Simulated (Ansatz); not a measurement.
**PBE/STO-3G run of SnTe (SMILES [Sn][Te])**

Aim: the electronic atomisation energy of SnTe at PBE/STO-3G, from 3 runs. 

The calculation is run with Ansatz 0.2.0.

48 further runs of the same task are left out: 11 that didn't finish, 37 set aside as unsound or not needed.

## Step 1: Starting point

SnTe: 2 atoms, total charge 0, spin state singlet. SMILES: `[Sn][Te]`. Geometry: a GFN2-xTB relaxation, a rough one for these elements and not checked as a minimum.

Bond lengths: Sn1–Te2 2.537 Å.

## Step 2: The energy at PBE/STO-3G

in.yaml

```yaml
crystal:
  periodic: [false, false, false]
  atoms:
    - {symbol: Sn, position_ang: [0.000000, 0.000000, 0.000000]}
    - {symbol: Te, position_ang: [0.000000, 0.000000, 2.536770]}
basis:
  gaussian: {orbitals: STO-3G}
hamiltonian: {xc: {name: PBE}}
accuracy: high
```

Run with:

```bash
ansatz run in.yaml --threads 1 --pin off --max-ram 2610MiB --events-out events.jsonl --progress --plain --runs-dir runs
```

What it wrote:

```text
Warning: RAYON_NUM_THREADS=1 ignored (pool sized by the plan → 1); use --threads N
Functional definition: PBE
  name "PBE"
  parameter kappa = 0.804
  parameter beta = 0.06672455060314922
  exchange = pbe_x(kappa = kappa, mu = beta*pi^2/3)
  correlation = pbe_c(beta = beta)
827 factors; integrals over basis functions are off by at most 4.7e-9 eV
mean field evaluation 1: about -340502.5525 eV, gradient 1.9e1 eV
mean field evaluation 2: about -340453.0376 eV, gradient 7.4e1 eV
mean field evaluation 4: about -340505.7060 eV, gradient 5.4e0 eV
mean field evaluation 8: about -340505.8865 eV, gradient 8.0e-2 eV
mean field evaluation 16: about -340505.8865 eV, gradient 4.6e-7 eV
mean field -340505.88650566 eV, -12513.3605259036 hartree, gradient 7.1e-8 eV, S^2 0.000000; 0 other end points of the search recorded, 0 dependent functions left out
reference -340505.88650749 eV, -12513.3605259707 hartree; 51, 51 occupied and 3, 3 virtual orbitals, 827 factors
Total energy: -340505.88650749 eV, -12513.3605259707 hartree
```

It took 0.98 s on 1 thread of AMD EPYC 9R45 (Zen 5), shared host; peak memory 0.14 GiB.

## Step 3: The Sn atom

molecule.yaml

```yaml
crystal:
  periodic: [false, false, false]
  atoms:
    - symbol: Sn
      position_ang: [0.000000, 0.000000, 0.000000]
basis:
  gaussian:
    orbitals: STO-3G
magnetization:
  spin_polarized: true
  initial_magnetization: 2
hamiltonian:
  xc: {name: PBE}
accuracy: high
```

Run the same way, it converges to -5964.56879 Eh (log not shown).

## Step 4: The Te atom

molecule.yaml

```yaml
crystal:
  periodic: [false, false, false]
  atoms:
    - {symbol: Te, position_ang: [0.000000, 0.000000, 0.000000]}
basis:
  gaussian: {orbitals: STO-3G}
accuracy: high
hamiltonian: {xc: {name: PBE}}
magnetization: {spin_polarized: true, initial_magnetization: 2}
```

Run the same way, it converges to -6548.55535 Eh (log not shown).

## Step 5: What came out

At PBE/STO-3G:

| quantity | value |
| --- | --- |
| molecule: total energy | -12513.36053 Eh |
| Sn atom: total energy | -5964.56879 Eh |
| Sn atom: ⟨S²⟩ | 2.000 |
| Te atom: total energy | -6548.55535 Eh |
| Te atom: ⟨S²⟩ | 2.000 |
| electronic atomisation energy | 6.432 eV |

In words: Taking the molecule apart into free atoms costs 6.43 eV (148 kcal/mol), before zero-point energy and without spin-orbit coupling. In a minimal basis such a difference can be off by several eV, whatever the method. Relativity is left out (molecule) although the molecule holds a heavy atom. Relativity is left out (Sn atom) although the molecule holds a heavy atom. Relativity is left out (Te atom) although the molecule holds a heavy atom.
